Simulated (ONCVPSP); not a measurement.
**Pseudopotential generation for platinum: ONCV, PBEsol**

Aim: build the potential from the settings below, then test how well it stands in for the atom: other configurations, scattering, ghost states and the plane-wave cutoff that it needs.

The numbers are computed with ONCVPSP 4.0.1.1 (patched build) (PBEsol, scalar-relativistic, spin-unpolarised reference atom).

## 1. Settings

Typed settings, in words:

```json
{"element": "platinum (Pt, Z = 78)", "type": "optimised norm-conserving Vanderbilt (ONCV)", "frozen core": "[Kr] 4d10 4f14", "valence charge": "18", "reference configuration": "5s2 5p6 5d9 6s1", "partial waves": "5s+6s: rc 1.65 bohr, ncon 4, nbas 9, qcut 7.8 1/bohr, 2 projectors; 5p: rc 1.55 bohr, ncon 4, nbas 7, qcut 9.1 1/bohr, 2 projectors, debl 3.2 Ha; 5d: rc 2.40 bohr, ncon 3, nbas 8, qcut 5.2 1/bohr, 3 projectors, debl 3.5 Ha; f scattering state at 0.14 Ha: rc 2.60 bohr, ncon 3, nbas 6, qcut 4.4 1/bohr, 3 projectors, debl 0.7 Ha", "local potential": "polynomial inside 1.05 bohr (lpopt 5, dvloc0 0 Ha)", "core correction": "Teter function, fcfact 5, rcfact 1.05"}
```

The nodes and maxima of the atom's own shells, from an earlier all-electron run, set the scale for the radii.

All-electron outer shells of the reference configuration (PBEsol, scalar-relativistic, ld1.x):

```csv
shell,level (eV),outermost node (bohr),outermost maximum (bohr)
5s,-101.88,0.49,0.87
4f,-70.14,–,0.38
5p,-56.04,0.53,0.98
5d,-6.17,0.57,1.26
6s,-5.70,1.14,2.38
6p,-0.78,1.36,3.60
```

## 2. Generation

Contents of Pt.dat:

```
# ATOM AND REFERENCE CONFIGURATION
# atsym  z   nc   nv     iexc    psfile
  Pt 78.00   10    4  -116133      upf
#
#   n    l    f
    1    0    2.00
    2    0    2.00
    2    1    6.00
    3    0    2.00
    3    1    6.00
    3    2   10.00
    4    0    2.00
    4    1    6.00
    4    2   10.00
    4    3   14.00
    5    0    2.00
    5    1    6.00
    5    2    9.00
    6    0    1.00
#
# PSEUDOPOTENTIAL AND OPTIMIZATION
# lmax
    3
#
#   l,   rc,      ep,       ncon, nbas, qcut
    0    1.65    0.00    4    9    7.80
    1    1.55    0.00    4    7    9.10
    2    2.40    0.00    3    8    5.20
    3    2.60    0.14    3    6    4.40
#
# LOCAL POTENTIAL
# lloc, lpopt,  rc(5),   dvloc0
    4    5    1.05    0.00
#
# VANDERBILT-KLEINMAN-BYLANDER PROJECTORs
# l, nproj, debl
    0    2    1.90
    1    2    3.20
    2    3    3.50
    3    3    0.70
#
# MODEL CORE CHARGE
# icmod, fcfact, rcfact
    3    5.00    1.05
#
# LOG DERIVATIVE ANALYSIS
# epsh1, epsh2, depsh
   -5.00    5.00    0.04
#
# OUTPUT GRID
# rlmax, drl
    6.00    0.01
#
# TEST CONFIGURATIONS
# ncnf
    4
# nvcnf
#   n    l    f
    4
    5    0    2.00
    5    1    6.00
    5    2    9.00
    6    0    0.00
#
    4
    5    0    2.00
    5    1    6.00
    5    2    8.00
    6    0    0.00
#
    4
    5    0    2.00
    5    1    6.00
    5    2    7.00
    6    0    0.00
#
    4
    5    0    2.00
    5    1    6.00
    5    2    8.00
    6    0    2.00
#
```

Started as:

```sh
$ oncvpsp.x < Pt.dat > Pt.out
```

**Question.** What will these runs give? Wanted: cutoffs for 1 and 0.1 mHa per electron, occupied waves; bound ghosts; GHOST(+) flags; largest test error; largest phase difference near zero energy, channels read; rms error of d²Exc/dn², without and with the model core.

The runs gave:

```
                                                quantity                          value
  cutoffs for 1 and 0.1 mHa per electron, occupied waves                27 Ha and 33 Ha
                                            bound ghosts                     none found
                                          GHOST(+) flags                     s at 87 eV
                            largest test error (AE − PS)  +116 meV, for 5s2 5p6 5d7 6s0
largest phase difference near zero energy, channels read                      0.003 rad
 rms error of d²Exc/dn², without and with the model core              7.43 and 2.81 mHa
```

The worst unpolarised test, 5s2 5p6 5d7 6s0, is off by 116 meV on 61.5 eV; by total energies transferability rates as fair for so large an energy. That test lies far up in energy; among those under 40 eV, nearer to bonding, the largest error is 40 meV. It counts as of middling hardness, with 27 Ha needed at the looser tolerance. At the looser tolerance the 5p wave is the slowest; 5s needs 21 Ha. No bound ghost shows below the valence levels. Near zero energy the phases of the channels with partial waves agree within 0.003 rad. The program also flags highly localised states, GHOST(+) (s). Note that the frozen 4f shell (-70 eV) lies higher than the valence 5s shell (-102 eV). These are tests on the free atom; a crystal test is still owed.
